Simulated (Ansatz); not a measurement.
# Ta4O: how settings move the results

This session on Ta4O sets out to sweep the plane-wave cutoff.

Program: Ansatz 0.2.0. Level of theory: DFT PBEsol, scalar-relativistic, plane waves, PAW. These are calculated values, not measurements.

1 further run of the same task is left out (set aside as unsound or not needed).

## 1. The starting structure

It takes space group P4/mmm (No. 123, tetragonal). Conventional cell: a = 3.257 Å, b = 3.257 Å, c = 7.409 Å, α = 90.00°, β = 90.00°, γ = 90.00°. Around Ta (site symmetry 4/mmm) lie 4 O at 2.30 Å. Around Ta (site symmetry 4mm) lie 1 O at 2.10 Å. Ta (site symmetry 4/mmm) has 8 Ta at 2.81 Å as nearest neighbours. O (site symmetry 4/mmm) has 6 Ta at 2.10 to 2.30 Å as nearest neighbours.

Structure file:

```
CELL_PARAMETERS angstrom
3.25750 0.00000 0.00000
0.00000 3.25750 0.00000
0.00000 0.00000 7.40934
ATOMIC_POSITIONS crystal
Ta 0.00000 0.00000 0.50000
Ta 0.50000 0.50000 0.78316
Ta 0.50000 0.50000 0.21684
Ta 0.00000 0.00000 0.00000
O 0.50000 0.50000 0.50000
```

Source of the structure: the Materials Project (structure only). It is taken as it stands there.

## 2. The base run, which the others are set against

Input file input.yaml:

```yaml
crystal:
  lattice:
    - [3.257497, 0.0, 0.0]
    - [0.0, 3.257497, 0.0]
    - [0.0, 0.0, 7.409341]
  atoms:
    - { symbol: Ta, position: [0.0, 0.0, 0.5] }
    - { symbol: Ta, position: [0.5, 0.5, 0.783158] }
    - { symbol: Ta, position: [0.5, 0.5, 0.216842] }
    - { symbol: Ta, position: [0.0, 0.0, 0.0] }
    - { symbol: O, position: [0.5, 0.5, 0.5] }
basis:
  ecutwfc: 420
kpoints:
  mp_grid: { grid: [12, 12, 6] }
hamiltonian:
  xc: pbesol
scf:
  occupations: { method: gaussian, width: 0.1 }
output:
  forces: true
  stress: true
  eigenvalues: true
  populations: true
  write_density: true
  write_potential: true
  elf: true
  volumetric_format: npy
```

Its results, from an earlier run: -7957.4753 eV/atom at zero smearing, pressure -8.16 GPa, largest force 0.094 eV/Å, no gap on the mesh, in 8 SCF cycles and 27 s.

## 3. Plane-wave cutoff set to 150 eV

Input file input.yaml:

```yaml
crystal:
  lattice:
    - [3.257497, 0.0, 0.0]
    - [0.0, 3.257497, 0.0]
    - [0.0, 0.0, 7.409341]
  atoms:
    - { symbol: Ta, position: [0.0, 0.0, 0.5] }
    - { symbol: Ta, position: [0.5, 0.5, 0.783158] }
    - { symbol: Ta, position: [0.5, 0.5, 0.216842] }
    - { symbol: Ta, position: [0.0, 0.0, 0.0] }
    - { symbol: O, position: [0.5, 0.5, 0.5] }
basis:
  ecutwfc: 150
kpoints:
  mp_grid: { grid: [12, 12, 6] }
hamiltonian:
  xc: pbesol
scf:
  occupations: { method: gaussian, width: 0.1 }
output:
  forces: true
  stress: true
  eigenvalues: true
```

Launch:

```bash
$ ansatz run input.yaml --threads 1 --pin off --max-ram 2560MiB --backend cpu --events-out ev --progress --plain --runs-dir out
```

## 4. Plane-wave cutoff set to 200 eV

input.yaml, as its differences from that of step 3:

```diff
@@ -12,3 +12,3 @@
 basis:
-  ecutwfc: 150
+  ecutwfc: 200
 kpoints:
```

## 5. Plane-wave cutoff set to 250 eV

input.yaml, as its differences from that of step 4:

```diff
@@ -12,3 +12,3 @@
 basis:
-  ecutwfc: 200
+  ecutwfc: 250
 kpoints:
```

## 6. Plane-wave cutoff: 300 eV

input.yaml, as its differences from that of step 5:

```diff
@@ -12,3 +12,3 @@
 basis:
-  ecutwfc: 250
+  ecutwfc: 300
 kpoints:
```

## 7. Plane-wave cutoff set to 350 eV

input.yaml, as its differences from that of step 6:

```diff
@@ -12,3 +12,3 @@
 basis:
-  ecutwfc: 300
+  ecutwfc: 350
 kpoints:
```

## 8. Plane-wave cutoff: 380 eV

input.yaml, as its differences from that of step 7:

```diff
@@ -12,3 +12,3 @@
 basis:
-  ecutwfc: 350
+  ecutwfc: 380
 kpoints:
```

## 9. Plane-wave cutoff: 460 eV

input.yaml, as its differences from that of step 8:

```diff
@@ -12,3 +12,3 @@
 basis:
-  ecutwfc: 380
+  ecutwfc: 460
 kpoints:
```

## 10. Plane-wave cutoff set to 520 eV

input.yaml, as its differences from that of step 9:

```diff
@@ -12,3 +12,3 @@
 basis:
-  ecutwfc: 460
+  ecutwfc: 520
 kpoints:
```

## 11. Plane-wave cutoff: 600 eV

input.yaml, as its differences from that of step 10:

```diff
@@ -12,3 +12,3 @@
 basis:
-  ecutwfc: 520
+  ecutwfc: 600
 kpoints:
```

## 12. Plane-wave cutoff: 700 eV

input.yaml, as its differences from that of step 11:

```diff
@@ -12,3 +12,3 @@
 basis:
-  ecutwfc: 600
+  ecutwfc: 700
 kpoints:
```

## 13. Plane-wave cutoff: 850 eV

input.yaml, as its differences from that of step 12:

```diff
@@ -12,3 +12,3 @@
 basis:
-  ecutwfc: 700
+  ecutwfc: 850
 kpoints:
```

(Steps that only read results are left out.)

**Question.** What does this series show?

**Answer**, as computed:

| quantity | value |
| --- | --- |
| plane-wave cutoff: within 10 and 1 meV/atom of 850 eV from | 380 eV for 10; 460 eV for 1 |

In words: For the plane-wave cutoff, the energy stays within 1 meV/atom of the reference from 460 eV on, at about 0.47 of the reference's time. That is measured against the best run here, which may itself be short of the limit. Total energies converge more slowly with the cutoff than differences between like structures do. The pressure is off by up to 0.3 GPa. Forces stay within 0.01 eV/Å of the reference from 350 eV on. The listed cell is far from this method's equilibrium (-8.2 GPa, forces up to 0.09 eV/Å), so its values are not those of the relaxed crystal. Spin-orbit coupling is left out for Ta. The settings are coarse, so take the values as rough.
